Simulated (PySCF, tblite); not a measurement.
# C7H7OP: geometry, infrared bands and NMR shifts

Aim: predict the infrared bands and NMR shifts of C7H7OP (`Cc1cpccc1C=O`).

Programs: tblite 0.8.0 and PySCF 2.14.0, with density-fitted response routines of our own. Each step states its level of theory. These are calculated values for one molecule in the gas phase, unless marked as measured. Atoms are numbered from 0 throughout.

### 1 The starting structure

16 atoms, charge 0, multiplicity 1; geometry from: force field or distance geometry start.

Bonds of the start (Å): C0–C1 1.53, C1–C2 1.39, C2–P3 1.84, P3–C4 1.84, C4–C5 1.39, C5–C6 1.42, C6–C7 1.49, C7–O8 1.23, C6–C1 1.42, C0–H9 1.09, C0–H10 1.09, C0–H11 1.09, C2–H12 1.08, C4–H13 1.08, C5–H14 1.09, C7–H15 1.09.

### 2 Optimising the geometry with GFN2-xTB

What the job is given:

```
{"job": {"kind": "relax", "xc": "GFN2-xTB", "basis": "xTB"}, "charge": 0, "multiplicity": 1}
C      2.005900     0.526600    -0.300500
C      0.487100     0.555900    -0.147100
C     -0.120400     1.798800    -0.250300
P     -1.932700     2.110300    -0.108300
C     -2.496700     0.391400     0.222000
C     -1.639100    -0.698200     0.278200
C     -0.229200    -0.642100     0.114900
C      0.493000    -1.942600     0.236400
O     -0.093100    -3.005600     0.453300
H      2.397300     1.528300    -0.487300
H      2.469200     0.157800     0.613100
H      2.274400    -0.104000    -1.147900
H      0.456400     2.694600    -0.440100
H     -3.558500     0.240800     0.351600
H     -2.098700    -1.661200     0.477100
H      1.577400    -1.941800     0.123400
```

On the command line:

```bash
$ OMP_NUM_THREADS=1 python probes_run.py task.json out
```

This one command runs all jobs of the session in turn.

**Question.** This job is followed by: GFN2-xTB harmonic vibrations, gas phase; GIAO PBE0/pcSseg-1 NMR shielding, non-relativistic, gas phase. What will the session give for the following? strongest single infrared mode (GFN2-xTB); zero-point energy (GFN2-xTB); 13C shifts against TMS (PBE0/pcSseg-1); 1H shifts against TMS (PBE0/pcSseg-1, means over atoms taken as alike); 31P shifts against H3PO4 (PBE0/pcSseg-1); 17O shifts against H2O (PBE0/pcSseg-1); surface potential, 1st and 99th percentile.

The runs gave:

```
                                                              quantity                                               value
                             strongest single infrared mode (GFN2-xTB)                               1721 cm⁻¹, 435 km/mol
                                          zero-point energy (GFN2-xTB)                                       73.9 kcal/mol
                                13C shifts against TMS (PBE0/pcSseg-1)  195.0, 167.1, 163.4, 149.4, 138.2, 135.3, 25.6 ppm
1H shifts against TMS (PBE0/pcSseg-1, means over atoms taken as alike)                   10.84, 9.30, 9.10, 8.99, 3.03 ppm
                              31P shifts against H3PO4 (PBE0/pcSseg-1)                                           278.8 ppm
                                17O shifts against H2O (PBE0/pcSseg-1)                                           675.0 ppm
                                 surface potential, 1st and 99th percentile                                  -1.55 V and 1.15 V
```

**Reading.** Over 22 steps the energy fell by 0.390 eV; of the close pairs, C2–P3 changed most, 1.844 to 1.735 Å. All 42 modes are real, so the xTB geometry is a minimum. The strongest single mode, at 1721 cm⁻¹, moves mainly C7 and O8. GFN2-xTB is a fitted tight-binding method: band positions and strengths are rough. Its intensities can rank the bands wrongly. C7 (aldehyde carbonyl carbon) lies farthest downfield among carbon, at 195.0 ppm; low-lying n→π* states of the double bond to the heteroatom give a large paramagnetic term (-253 ppm). H15 (hydrogen on an aldehyde carbonyl carbon) lies farthest downfield among hydrogen, at 10.84 ppm; the C=O anisotropy and electron withdrawal place aldehyde protons far downfield. At PBE0/pcSseg-1: Shielding is most anisotropic at O8 (span 1410 ppm, paramagnetic term -738 ppm). NICS(1)zz of -24 ppm above the planar ring from C1 marks a diatropic (aromatic) ring current. By nearest atom (PBE0/pcSseg-1), the HOMO sits on P3 32 %; C6 24 % and the LUMO on P3 31 %; O8 13 %.
